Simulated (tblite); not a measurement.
# C5H15NSeSi: the cost of one run

Computed with tblite 0.8.0 and PySCF 2.14.0, with density-fitted response routines of our own, on a single molecule in the gas phase. Atoms count from 0, in the outputs and in this text.

### 1 The molecule as given

23 atoms, charge 0, multiplicity 1; geometry from: force field or distance geometry start.

Bonds of the start (Å): C0–C1 1.54, C1–Se2 1.93, Se2–C3 1.95, C3–C4 1.49, C4–C5 1.53, C4–Si6 1.87, Si6–N7 1.79, C0–H8 1.10, C0–H9 1.11, C0–H10 1.09, C1–H11 1.12, C1–H12 1.08, C3–H13 1.12, C3–H14 1.11, C4–H15 1.11, C5–H16 1.11, C5–H17 1.11, C5–H18 1.11, Si6–H19 1.45, Si6–H20 1.48, N7–H21 1.02, N7–H22 1.05.

### 2 Optimising the geometry with GFN2-xTB

What the job is given:

```
{"job": {"kind": "relax", "xc": "GFN2-xTB", "basis": "xTB"}, "charge": 0, "multiplicity": 1}
C      4.017800    -0.039700    -0.047200
C      2.594400     0.543200    -0.057800
Se     1.528800    -0.389900     1.258200
C      0.004100    -1.180300     0.326000
C     -0.910700    -0.058200    -0.037900
C     -1.310000     0.610500     1.274300
Si    -2.537000    -0.653900    -0.750900
N     -3.520700     0.810600    -1.028200
H      4.062700    -0.844800    -0.799800
H      4.241100    -0.500100     0.938400
H      4.760700     0.738700    -0.210600
H      2.697400     1.611600     0.251100
H      2.163700     0.488700    -1.042400
H     -0.488600    -1.952800     0.967100
H      0.348300    -1.732900    -0.573700
H     -0.406800     0.681400    -0.687700
H     -0.578300     1.387500     1.569200
H     -1.426500    -0.182700     2.038200
H     -2.318100     1.043400     1.085300
H     -2.392300    -1.469700    -1.937800
H     -3.190400    -1.427600     0.328100
H     -2.985800     1.672600    -0.904500
H     -4.358500     0.871200    -0.401400
```

Started as:

```console
OMP_NUM_THREADS=1 python probes_run.py task.json out
```

The driver reads the jobs from task.json and runs them one after another.

**Question.** How long does this first job take on 1 thread of Intel Xeon at 2.50GHz, shared host?

About 6.8 s.
